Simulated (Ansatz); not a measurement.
# Zr2NbC3: from a guess to a relaxed structure, part 2 of 2

Where does this trial cell of Zr2NbC3 go when cell and atoms are let free?

Ansatz 0.2.0; DFT PBE, scalar-relativistic, plane waves, PAW. The steps go on from the part before.

## Step 4: Spin check on a coarse mesh

Input file input.yaml:

```yaml
crystal:
  lattice:
    - [3.0271391683, 0.0, 0.0]
    - [0.0, 3.0271391683, 0.0]
    - [0.0, 0.0, 8.0656952806]
  atoms:
    - { symbol: Zr, position: [0.5, 0.5, 0.3353359629], spin: 1.0 }
    - { symbol: Zr, position: [0.5, 0.5, 0.6646640371], spin: 1.0 }
    - { symbol: Nb, position: [0.5, 0.5, 0.0], spin: 1.0 }
    - { symbol: C, position: [0.0, 0.0, 0.8998907753] }
    - { symbol: C, position: [0.0, 0.0, 0.1001092247] }
    - { symbol: C, position: [0.0, 0.0, 0.5] }
basis:
  ecutwfc: 420
kpoints:
  mp_grid: { grid: [6, 6, 2] }
hamiltonian:
  xc: pbe
scf:
  occupations: { method: gaussian, width: 0.1 }
  lower_state_search: "off"
output:
  forces: true
  stress: true
  eigenvalues: true
  populations: true
magnetization:
  spin_polarized: true
```

On the command line:

```console
$ ansatz run input.yaml --threads 1 --pin off --max-ram 2560MiB --backend cpu --events-out ev --progress --plain --runs-dir out
```

What it wrote (excerpt; [...] marks lines left out):

```text
[...]
SCF converged after 16 iterations
Magnetization: 0.0000 μB (24.5000 up, 24.5000 down)
Absolute magnetization: 0.0000 μB (∫|ρ↑−ρ↓|, with the PAW one-centre terms)
Spin contamination: 0.0000 ħ² per cell (⟨S²⟩ above its minimum at these occupations)
[...]
        0.000000       0.000000      -0.028645
  P = ⅓ Tr σ = -0.1020 GPa (-1.020 kbar)
--- Band table (eV; the first three rows and the last of 40) ---
[...]
--- Löwdin populations: 6 sites ---
  site symbol       q [e]    m [muB]
     0     Zr     11.3251     0.0000
     1     Zr     11.3251     0.0000
     2     Nb     12.4859     0.0000
     3      C      4.5065    -0.0000
     4      C      4.5065    -0.0000
     5      C      4.7016    -0.0000
  spilling = 0.003046 (of n_electrons = 49.000000)
```

Run time: 14 s. Hardware: 1 thread of Arm Neoverse V1, shared host; peak memory 0.4 GiB.

Site by site:

```
atom  Löwdin electrons
 Zr1             11.32
 Zr2             11.32
 Nb3             12.49
  C4              4.51
  C5              4.51
  C6              4.70
```

The same cell is solved with trial moments on Nb and Zr. The largest site moment that stays is 0.00 μB and the cell's total 0.00 μB. The workflow keeps spin only above 0.25 μB on a site, so the next run goes without spin.

## Step 5: Relaxation on the finer mesh

The end of the coarse run is made exact in the group found at a tolerance of 0.06 Å and reduced to its primitive cell.

Input file input.yaml:

```yaml
crystal:
  lattice:
    - [3.0271391683, 0.0, 0.0]
    - [0.0, 3.0271391683, 0.0]
    - [0.0, 0.0, 8.0656952806]
  atoms:
    - { symbol: Zr, position: [0.5, 0.5, 0.3353359629] }
    - { symbol: Zr, position: [0.5, 0.5, 0.6646640371] }
    - { symbol: Nb, position: [0.5, 0.5, 0.0] }
    - { symbol: C, position: [0.0, 0.0, 0.8998907753] }
    - { symbol: C, position: [0.0, 0.0, 0.1001092247] }
    - { symbol: C, position: [0.0, 0.0, 0.5] }
basis:
  ecutwfc: 420
kpoints:
  mp_grid: { grid: [12, 12, 6] }
hamiltonian:
  xc: pbe
scf:
  occupations: { method: gaussian, width: 0.1 }
output:
  forces: true
  stress: true
  eigenvalues: true
relax:
  adjacent_minimum: "off"
  f_tol: 0.01
  max_steps: 80
  cell: { stress_tol: 0.05 }
```

On the command line:

```console
$ ansatz run input.yaml --threads 1 --pin off --max-ram 2560MiB --backend cpu --events-out ev --progress --plain --runs-dir out
```

What it wrote:

```text
Warning: RAYON_NUM_THREADS=1 ignored (pool sized by the plan → 1); use --threads N
Engine: ansatz 0.2.0, aarch64-unknown-linux-gnu
Pseudopotentials: kind: paw
Pseudopotential: Zr, paw, valence charge 12, recommended cutoff 420 eV (normal), Zr.paw.azcp
Pseudopotential: Nb, paw, valence charge 13, recommended cutoff 420 eV (normal), Nb.paw.azcp
Pseudopotential: C, paw, valence charge 4, recommended cutoff 420 eV (normal), C.paw.azcp
Functional definition: PBE
  parameter kappa = 0.804
  parameter beta = 0.06672455060314922
  exchange = pbe_x(kappa = kappa, mu = beta*pi^2/3)
  correlation = pbe_c(beta = beta)
Crystal: 6 atoms, lattice volume = 73.911 Å³
Basis set: ecut = 420 eV, 1443 PW (Γ), exchange–correlation on 48×48×108 points (8 copies of the dense FFT grid, shifted against one another)
Bands: 31, of which v1, the nominal top of the filled ones, is band 25 counted from 1 (24 counted from 0)
Symmetry: 16 space group operations
Space group: P4/mmm (ITA 123), of the structure as read, at distance tolerance 4.2e-5 Å
k-points: 112 of 864
Non-local potential: Zr, projectors of the file, l = 0: 3, l = 1: 2, l = 2: 2, l = 3: 2
Non-local potential: Nb, projectors of the file, l = 0: 3, l = 1: 2, l = 2: 2, l = 3: 1
Non-local potential: C, projectors of the file, l = 0: 2, l = 1: 2, l = 2: 1
PAW form: soft (Blöchl's): semilocal exchange-correlation on the pseudo side does not see the compensation charge
PAW one-centre angular grid: Zr, 590 points (default); XC on 64 Gauss nodes
PAW one-centre angular grid: Nb, 590 points (default); XC on 64 Gauss nodes
PAW one-centre angular grid: C, 110 points (default); XC on 64 Gauss nodes
Initial density: superposition of atomic densities (neutral atoms: chi_scale 0, normalization atom), corrected by the library's trained network
Initial wavefunctions: pseudopotential atomic-orbital guess
Functional: x = pbe(κ = 0.804, μ = 0.2195149727645171), c = pbe(β = 0.06672455060314922)
SCF iter   1: F=—  HF=-13671.415944 eV  |F-HF|=—  |Δ(HF+E_count)|=         —  Δρ=1.65e-2  dr2=1.41e0  ethr=1.77e-3  ⟨swp⟩=4.3  Hψ=14160  notcnv=0
preconditioner: auto → Kerker (q_TF=auto, 2.548 Å⁻¹)  [metal: Δε(μ)=0.006 eV  Ē_g=7.105 eV  σ=0.100 eV  W_gap=0.03  n_scr=18 (ndim 8)  ℏωp=21.6 eV  f_vac=0.000  D(μ)=3.63/eV (n_scr^D=30)]
SCF iter   2: F=—  HF=-13671.333502 eV  |F-HF|=—  |Δ(HF+E_count)|=   8.24e-2  Δρ=8.31e-3  dr2=5.03e-1  ethr=1.77e-3  ⟨swp⟩=1.0  Hψ=4369  notcnv=0  defer=3
SCF iter   3: F=—  HF=-13671.290681 eV  |F-HF|=—  |Δ(HF+E_count)|=   4.28e-2  Δρ=2.28e-3  dr2=2.46e-2  ethr=1.03e-3  ⟨swp⟩=2.0  Hψ=3861  notcnv=0  defer=19
SCF iter   4: F=—  HF=-13671.287741 eV  |F-HF|=—  |Δ(HF+E_count)|=   2.94e-3  Δρ=6.57e-4  dr2=2.30e-4  ethr=5.03e-5  ⟨swp⟩=1.2  Hψ=4228  notcnv=0  defer=107
SCF iter   5: F=—  HF=-13671.287744 eV  |F-HF|=—  |Δ(HF+E_count)|=   3.63e-6  Δρ=1.54e-4  dr2=2.00e-5  ethr=4.69e-7  ⟨swp⟩=2.0  Hψ=4546  notcnv=0  defer=113
SCF iter   6: F=—  HF=-13671.287766 eV  |F-HF|=—  |Δ(HF+E_count)|=   2.22e-5  Δρ=3.63e-5  dr2=1.43e-6  ethr=4.08e-8  ⟨swp⟩=2.0  Hψ=4705  notcnv=0  defer=124
SCF iter   7: F=-13671.287766 eV  HF=-13671.287766 eV  |F-HF|=4.59e-8  |Δ(HF+E_count)|=   4.60e-8  Δρ=7.70e-6  dr2=7.11e-8  ethr=2.04e-10  ⟨swp⟩=6.8  Hψ=15574  notcnv=0
SCF 1 converged in 7 iterations: F = -13671.287766 eV  dr2 = 7.11e-8
relax step   1: F+E_penalty+E_count = -13671.28776634 eV  Δ(F+E_penalty+E_count) = +0.000e0 eV  max|allowed force component| = 2.614e-2 eV/Å  Δτ_max = 0.0000 Å  P = -0.629 GPa  Ω = 73.911 Å³  (7 SCF iters, dr2 threshold 1.00e-7 eV, accepted)
Crystal: 6 atoms, lattice volume = 73.488 Å³
Basis set: ecut = 420 eV, 1419 PW (Γ), exchange–correlation on 48×48×108 points (8 copies of the dense FFT grid, shifted against one another)
Initial density: handed on by an earlier stage of this run
Initial wavefunctions: those handed on with the density
iter 1 solved again at ethr=1.54e-6 eV; its pass at ethr=3.10e-3 eV (dr2=7.56e-4 eV) is discarded
SCF iter   1: F=—  HF=-13671.288564 eV  |F-HF|=—  |Δ(HF+E_count)|=         —  Δρ=8.37e-4  dr2=6.56e-4  ethr=1.54e-6  ⟨swp⟩=2.1  Hψ=15750  notcnv=0
preconditioner: auto → Kerker (q_TF=auto, 2.550 Å⁻¹)  [metal: Δε(μ)=0.008 eV  Ē_g=7.104 eV  σ=0.100 eV  W_gap=0.04  n_scr=18 (ndim 8)  ℏωp=21.7 eV  f_vac=0.000  D(μ)=2.67/eV (n_scr^D=18)]
SCF iter   2: F=—  HF=-13671.288446 eV  |F-HF|=—  |Δ(HF+E_count)|=   1.18e-4  Δρ=2.81e-4  dr2=6.73e-5  ethr=1.34e-6  ⟨swp⟩=2.0  Hψ=4630  notcnv=0
SCF iter   3: F=—  HF=-13671.288468 eV  |F-HF|=—  |Δ(HF+E_count)|=   2.21e-5  Δρ=1.29e-4  dr2=1.41e-5  ethr=1.37e-7  ⟨swp⟩=1.1  Hψ=3495  notcnv=0
SCF iter   4: F=—  HF=-13671.288467 eV  |F-HF|=—  |Δ(HF+E_count)|=   1.59e-6  Δρ=2.12e-5  dr2=8.63e-7  ethr=2.89e-8  ⟨swp⟩=2.6  Hψ=6034  notcnv=0
SCF iter   5: F=-13671.288466 eV  HF=-13671.288467 eV  |F-HF|=4.75e-8  |Δ(HF+E_count)|=   5.16e-8  Δρ=8.02e-6  dr2=7.60e-8  ethr=1.22e-9  ⟨swp⟩=4.3  Hψ=10554  notcnv=0
SCF 2 converged in 5 iterations: F = -13671.288466 eV  dr2 = 7.60e-8
relax step   2: F+E_penalty+E_count = -13671.28846648 eV  Δ(F+E_penalty+E_count) = -7.001e-4 eV  max|allowed force component| = 4.774e-2 eV/Å  Δτ_max = 0.0026 Å  P = +0.499 GPa  Ω = 73.488 Å³  energy of the carried Pulay correction = +6.176e-4 eV  (5 SCF iters, dr2 threshold 6.00e-7 eV, accepted)
Crystal: 6 atoms, lattice volume = 73.672 Å³
iter 1 solved again at ethr=5.16e-7 eV; its pass at ethr=3.10e-3 eV (dr2=2.53e-4 eV) is discarded
SCF iter   1: F=—  HF=-13671.288586 eV  |F-HF|=—  |Δ(HF+E_count)|=         —  Δρ=4.65e-4  dr2=2.36e-4  ethr=5.16e-7  ⟨swp⟩=2.2  Hψ=15539  notcnv=0
preconditioner: auto → Kerker (q_TF=auto, 2.549 Å⁻¹)  [metal: Δε(μ)=0.003 eV  Ē_g=7.086 eV  σ=0.100 eV  W_gap=0.02  n_scr=18 (ndim 8)  ℏωp=21.6 eV  f_vac=0.000  D(μ)=2.73/eV (n_scr^D=18)]
SCF iter   2: F=—  HF=-13671.288583 eV  |F-HF|=—  |Δ(HF+E_count)|=   2.85e-6  Δρ=1.87e-4  dr2=2.74e-5  ethr=4.82e-7  ⟨swp⟩=1.7  Hψ=3841  notcnv=0
SCF iter   3: F=—  HF=-13671.288580 eV  |F-HF|=—  |Δ(HF+E_count)|=   3.75e-6  Δρ=7.01e-5  dr2=4.30e-6  ethr=5.58e-8  ⟨swp⟩=1.4  Hψ=3539  notcnv=0
SCF iter   4: F=-13671.288578 eV  HF=-13671.288579 eV  |F-HF|=1.80e-7  |Δ(HF+E_count)|=   9.05e-7  Δρ=1.27e-5  dr2=2.40e-7  ethr=1.22e-9  ⟨swp⟩=3.2  Hψ=14177  notcnv=0
the search or the solves at the SCF's close seem to have found levels that the self-consistency loop had missed (the run counts 1). By its estimate they hold under 1e-12 electrons; where the run keeps them, the occupations were computed again with them
SCF 3 converged in 4 iterations: F = -13671.288578 eV  dr2 = 2.40e-7
relax step   3: F+E_penalty+E_count = -13671.28857850 eV  Δ(F+E_penalty+E_count) = -1.120e-4 eV  max|allowed force component| = 1.150e-2 eV/Å  Δτ_max = 0.0022 Å  P = +0.021 GPa  Ω = 73.672 Å³  energy of the carried Pulay correction = +3.486e-4 eV  (4 SCF iters, dr2 threshold 6.00e-7 eV, accepted)
Crystal: 6 atoms, lattice volume = 73.685 Å³
iter 1 solved again at ethr=8.38e-8 eV; its pass at ethr=3.10e-3 eV (dr2=4.11e-5 eV) is discarded
SCF iter   1: F=—  HF=-13671.288542 eV  |F-HF|=—  |Δ(HF+E_count)|=         —  Δρ=1.07e-4  dr2=4.05e-5  ethr=8.38e-8  ⟨swp⟩=1.0  Hψ=14025  notcnv=0
preconditioner: auto → Kerker (q_TF=auto, 2.549 Å⁻¹)  [metal: Δε(μ)=0.003 eV  Ē_g=7.087 eV  σ=0.100 eV  W_gap=0.02  n_scr=18 (ndim 8)  ℏωp=21.6 eV  f_vac=0.000  D(μ)=2.71/eV (n_scr^D=18)]
SCF iter   2: F=—  HF=-13671.288565 eV  |F-HF|=—  |Δ(HF+E_count)|=   2.28e-5  Δρ=4.21e-5  dr2=5.32e-6  ethr=8.27e-8  ⟨swp⟩=1.0  Hψ=3474  notcnv=0
SCF iter   3: F=—  HF=-13671.288566 eV  |F-HF|=—  |Δ(HF+E_count)|=   9.30e-7  Δρ=1.43e-5  dr2=3.59e-7  ethr=1.09e-8  ⟨swp⟩=1.5  Hψ=3529  notcnv=0
SCF iter   4: F=—  HF=-13671.288566 eV  |F-HF|=—  |Δ(HF+E_count)|=   6.11e-8  Δρ=3.91e-6  dr2=2.50e-8  ethr=7.32e-10  ⟨swp⟩=2.2  Hψ=4584  notcnv=0
SCF iter   5: F=-13671.288566 eV  HF=-13671.288566 eV  |F-HF|=1.73e-9  |Δ(HF+E_count)|=   3.89e-9  Δρ=1.70e-6  dr2=2.94e-9  ethr=1.94e-11  ⟨swp⟩=4.1  Hψ=10747  notcnv=0
SCF 4 converged in 5 iterations: F = -13671.288566 eV  dr2 = 2.94e-9
relax step   4: F+E_penalty+E_count = -13671.28856556 eV  Δ(F+E_penalty+E_count) = +1.294e-5 eV  max|allowed force component| = 2.712e-3 eV/Å  Δτ_max = 0.0004 Å  P = -0.014 GPa  Ω = 73.685 Å³  energy of the carried Pulay correction = +3.289e-4 eV  (5 SCF iters, dr2 threshold 9.51e-9 eV, accepted)
Initial wavefunctions: pseudopotential atomic-orbital guess (no wavefunctions were taken with the density)
iter 1 solved again at ethr=9.13e-8 eV; its pass at ethr=3.10e-3 eV (dr2=4.48e-5 eV) is discarded
SCF iter   1: F=—  HF=-13671.288260 eV  |F-HF|=—  |Δ(HF+E_count)|=         —  Δρ=1.03e-5  dr2=1.88e-8  ethr=9.13e-8  ⟨swp⟩=3.1  Hψ=24171  notcnv=0
SCF iter   2: F=—  HF=-13671.288286 eV  |F-HF|=—  |Δ(HF+E_count)|=   2.64e-5  Δρ=5.45e-6  dr2=4.38e-9  ethr=3.84e-11  ⟨swp⟩=2.2  Hψ=6320  notcnv=0
SCF iter   3: F=—  HF=-13671.288286 eV  |F-HF|=—  |Δ(HF+E_count)|=   7.19e-9  Δρ=1.44e-6  dr2=5.77e-10  ethr=8.93e-12  ⟨swp⟩=2.5  Hψ=4780  notcnv=0
SCF iter   4: F=—  HF=-13671.288286 eV  |F-HF|=—  |Δ(HF+E_count)|=  4.11e-10  Δρ=2.08e-7  dr2=6.25e-11  ethr=1.18e-12  ⟨swp⟩=2.0  Hψ=4805  notcnv=0
SCF iter   5: F=-13671.288286 eV  HF=-13671.288286 eV  |F-HF|=1.82e-12  |Δ(HF+E_count)|=  1.82e-12  Δρ=4.11e-8  dr2=1.10e-12  ethr=1.00e-12  ⟨swp⟩=4.2  Hψ=10452  notcnv=0
SCF 5 converged in 5 iterations: F = -13671.288286 eV  dr2 = 1.10e-12
relax step   5: F+E_penalty+E_count = -13671.28828641 eV  Δ(F+E_penalty+E_count) = +2.792e-4 eV  max|allowed force component| = 2.752e-3 eV/Å  Δτ_max = 0.0000 Å  P = -0.019 GPa  Ω = 73.685 Å³  stress off target by 3.88e-2 GPa  SCF on the basis re-selected at this cell (its energy is not comparable with the rows above)  (5 SCF iters)
basis re-selected at this cell: Δ(F+E_penalty+E_count) = +2.792e-4 eV, ΔP = -0.006 GPa vs the last step (what re-selecting the basis moved, of the pressure what is left beyond the Pulay correction that the steps carried, after the strain that the cell walked since its last selection, with what the two solves' SCF thresholds leave and, on support functions, any second-order correction that the steps lacked; it is no measure of the basis error at this ecutwfc). This SCF's stress stands 3.88e-2 GPa from its target on what of the cell is left free (relax.cell.stress_tol is 5.00e-2 GPa) and its largest allowed force component is 2.75e-3 eV/Å (relax.f_tol is 1.00e-2 eV/Å): within both
SCF converged after 5 iterations
Free energy (F): -13671.288286 eV
Harris-Foulkes:  -13671.288286 eV  (|F-HF|=1.82e-12)
Internal energy: -13671.274721 eV  (E = F + TS)
E sigma→0 (E₀):  -13671.281504 eV
Entropy (-TS):   -0.013566 eV (-2.261 meV/atom)
Fermi energy:    16.626712 eV
--- Per-component energies (eV) ---
  E_band       = -125.572699
  E_kinetic    = 1330.761078
  E_local      = -2038.156818  (includes V_loc(G=0)·N_el)
  E_nonlocal   = 358.699872
  E_hartree    = 643.675065
  E_xc         = -646.575794
  E_vxc        = -778.541458  (∫ρ·V_xc dr)
  E_paw        = -9277.175524  (= ΣΔE_a)
  E_vpaw       = -285.685605  (= ΣTr[D̂ρ^β])
  E_aug_tail   = 0.000077  (compensation charges beyond the density's cutoff)
  E_ewald      = -4042.502678
  E_smearing   = -0.013566  (= −TS)
  E_closure    = -0.000000  (closes the sum)
  Σ components = -13671.288286   (vs F -13671.288286, Δ=0.00e0)
--- Forces (eV/Å), atoms counted from 1 ---
  atom   1  Zr     0.00000000     0.00000000     0.00168869
  atom   2  Zr    -0.00000000     0.00000000    -0.00168869
  atom   3  Nb    -0.00000000     0.00000000     0.00000000
  atom   4  C     -0.00000000     0.00000000     0.00275206
  atom   5  C      0.00000000     0.00000000    -0.00275206
  atom   6  C      0.00000000     0.00000000     0.00000000
  max |Σ_I F_I| component: 4.34e-19 eV/Å
--- Stress (GPa, compression-positive) ---
       -0.009677      -0.000000      -0.000000
       -0.000000      -0.009677       0.000000
       -0.000000      -0.000000      -0.038790
  P = ⅓ Tr σ = -0.0194 GPa (-0.194 kbar)
--- Band table (eV; the first three rows and the last of 112) ---
  k-point 0: bands = ["-38.4503", "-32.3958", "-32.2166", "-14.6188", "-14.4302", "-14.4302", "-11.1464", "-9.9960", "-9.9960", "-9.8504", "-9.8504", "-9.8046", "1.3645", "5.8660", "7.7259", "11.1282", "12.6872", "13.3369", "14.4933", "14.5568", "14.5568", "14.8413", "14.9412", "14.9412", "15.5187", "15.8438", "15.8438", "18.4418", "19.7800", "21.0085", "21.0135"]
  k-point 1: bands = ["-38.4503", "-32.3964", "-32.2159", "-14.6238", "-14.4302", "-14.4302", "-11.1150", "-9.9964", "-9.9964", "-9.8499", "-9.8499", "-9.8339", "1.3687", "5.8194", "7.8515", "10.8884", "12.8418", "13.3465", "14.5647", "14.5647", "14.6628", "14.7833", "14.8749", "14.8749", "15.5745", "15.9298", "15.9298", "18.4422", "19.1868", "21.0009", "21.3264"]
  k-point 2: bands = ["-38.4503", "-32.3978", "-32.2145", "-14.6335", "-14.4302", "-14.4302", "-11.0478", "-9.9974", "-9.9974", "-9.8970", "-9.8489", "-9.8489", "1.3772", "5.7360", "8.1247", "10.4526", "13.0935", "13.3666", "14.5917", "14.5917", "14.6844", "14.7532", "14.7532", "15.0262", "15.6681", "16.0820", "16.0820", "18.3887", "18.4430", "20.7014", "20.9863"]
  k-point 111: bands = ["-38.3211", "-32.2081", "-32.0323", "-15.0036", "-15.0036", "-14.4530", "-10.7726", "-10.7726", "-10.7492", "-10.5707", "-10.5707", "-9.7424", "2.0021", "7.1433", "9.9461", "11.0571", "11.0571", "11.5086", "12.1652", "12.1652", "12.8505", "12.8505", "15.3939", "16.1521", "16.7209", "18.9672", "18.9672", "18.9700", "20.8972", "20.9138", "20.9138"]
--- Relaxed structure (4 steps of the walk, 4 accepted, 1 SCFs on fresh bases) ---
  F+E_penalty+E_count = -13671.28828641 eV   max|allowed force component| = 2.752e-3 eV/Å   (the final SCF, on the basis selected at the relaxed cell)
  cell:  # Å, volume = 73.6851 Å³
    - [3.0235042289355007, -3.473047208508539e-35, 0.0]
    - [-3.473047208508539e-35, 3.0235042289355007, 0.0]
    - [0.0, 0.0, 8.060434531715591]
  atoms:
    - { symbol: Zr, position: [0.5, 0.5, 0.3352454162560654] }
    - { symbol: Zr, position: [0.5, 0.5, 0.6647545837439348] }
    - { symbol: Nb, position: [0.5, 0.5, -2.2403569164774507e-21] }
    - { symbol: C, position: [-1.5988369892170024e-35, 7.952764298695969e-36, 0.8998358586416557] }
    - { symbol: C, position: [-1.5491322123501525e-35, 3.9763821493479844e-36, 0.10016414135834462] }
    - { symbol: C, position: [-1.6212041388070842e-34, -5.147557589468029e-85, 0.5000000000000001] }
```

Wall time 82 s (1 thread of Arm Neoverse V1, shared host); peak memory 0.5 GiB.

Relaxation path:

| step | E - E(step 1) (eV/cell) | largest force component (eV/Å) | pressure (GPa) | volume (Å³) |
| --- | --- | --- | --- | --- |
| 1 | 0.0000 | 0.0261 | -0.63 | 73.91 |
| 2 | -0.0007 | 0.0477 | 0.50 | 73.49 |
| 3 | -0.0008 | 0.0115 | 0.02 | 73.67 |
| 4 | -0.0008 | 0.0027 | -0.01 | 73.69 |
| 5 | -0.0005 | 0.0028 | -0.02 | 73.69 |

Step 1 is the start. Step 5 repeats the geometry before it on a plane-wave basis chosen anew for that cell, so its energy need not be comparable with the rows above.

|  | before | after | change |
| --- | --- | --- | --- |
| a (Å) | 3.027 | 3.024 | -0.1 % |
| b (Å) | 3.027 | 3.024 | -0.1 % |
| c (Å) | 8.066 | 8.060 | -0.1 % |
| volume (Å³/atom) | 12.32 | 12.28 | -0.3 % |
| shortest distance (Å) | 1.615 | 1.615 | 0.0 % |
| space group (0.01 Å) | P4/mmm | P4/mmm | same |

The run keeps the 16 symmetry operations of the start, so it could not have lowered the symmetry.

## Step 6: Changed: dr2_threshold 1.0e-09

Input file input.yaml:

```yaml
crystal:
  lattice:
    - [3.0235042289, 0.0, 0.0]
    - [0.0, 3.0235042289, 0.0]
    - [0.0, 0.0, 8.0604345317]
  atoms:
    - { symbol: Zr, position: [0.5, 0.5, 0.3352454163] }
    - { symbol: Zr, position: [0.5, 0.5, 0.6647545837] }
    - { symbol: Nb, position: [0.5, 0.5, 0.0] }
    - { symbol: C, position: [0.0, 0.0, 0.8998358586] }
    - { symbol: C, position: [0.0, 0.0, 0.1001641414] }
    - { symbol: C, position: [0.0, 0.0, 0.5] }
basis:
  ecutwfc: 420
kpoints:
  mp_grid: { grid: [12, 12, 6] }
hamiltonian:
  xc: pbe
scf:
  occupations: { method: gaussian, width: 0.1 }
  convergence: { dr2_threshold: 1.0e-09 }
output:
  forces: true
  eigenvalues: true
  stress: true
```

On the command line:

```console
$ ansatz run input.yaml --threads 1 --pin off --max-ram 2560MiB --backend cpu --events-out ev --progress --plain --runs-dir out
```

What it wrote (excerpt; [...] marks lines left out):

```text
Warning: output.stress: scf.convergence.dr2_threshold = 1e-9 eV is looser than the 6e-10 eV advised for a printed stress (1e-10 eV for each atom of the cell: 6). What an SCF threshold leaves in a stress goes as its square root, and in the free energy as the threshold itself, and one [...]
Warning: RAYON_NUM_THREADS=1 ignored (pool sized by the plan → 1); use --threads N
[...]
Pseudopotentials: kind: paw
Pseudopotential: Zr, paw, valence charge 12, recommended cutoff 420 eV (normal), Zr.paw.azcp
Pseudopotential: Nb, paw, valence charge 13, recommended cutoff 420 eV (normal), Nb.paw.azcp
[...]
Fermi energy:    16.626712 eV
[...]
--- Forces (eV/Å), atoms counted from 1 ---
  atom   1  Zr     0.00000000     0.00000000     0.00169950
  atom   2  Zr     0.00000000     0.00000000    -0.00169950
  atom   3  Nb     0.00000000     0.00000000     0.00000000
  atom   4  C      0.00000000     0.00000000     0.00275445
  atom   5  C      0.00000000     0.00000000    -0.00275445
  atom   6  C     -0.00000000     0.00000000     0.00000000
[...]
--- Stress (GPa, compression-positive) ---
       -0.009696       0.000000       0.000000
        0.000000      -0.009696       0.000000
        0.000000       0.000000      -0.038786
  P = ⅓ Tr σ = -0.0194 GPa (-0.194 kbar)
--- Band table (eV; the first three rows and the last of 112) ---
[...]
```

Wall time 18 s (1 thread of Arm Neoverse V1, shared host); peak memory 0.48 GiB.

```
    run     ending  energy change  pressure (GPa)  gap (eV)  force (eV/Å)  cycles  time
 step 5  converged              0             0.0      0.00          0.00       -  82 s
variant  converged   0.0 meV/atom             0.0      0.00          0.00       9  18 s
```

The changed convergence setting doesn't alter the result here (within 0.5 meV/atom).

## Step 7: Outcome

What follows sums up all 2 parts. Changes of volume or cell count from the first structure of part 1.

| quantity | value |
| --- | --- |
| symmetry at the end (tolerance 0.05 Å) | space group P4/mmm (No. 123) |
| conventional cell | a = 3.024 Å, b = 3.024 Å, c = 8.060 Å, α = 90.00°, β = 90.00°, γ = 90.00° |
| volume | 12.28 Å³/atom |
| energy over the elements | +0.25 eV/atom |
| gap on the mesh | none (metal) |

**Reading.** The space group P4/mmm (No. 123) is kept, and the volume per atom shrinks by 12.8 % from the first guess. The formation energy is positive, so the separate elements lie lower. No finished test with a distortion of lower symmetry is shown, so the end may be a saddle point. Other magnetic orders were not searched.
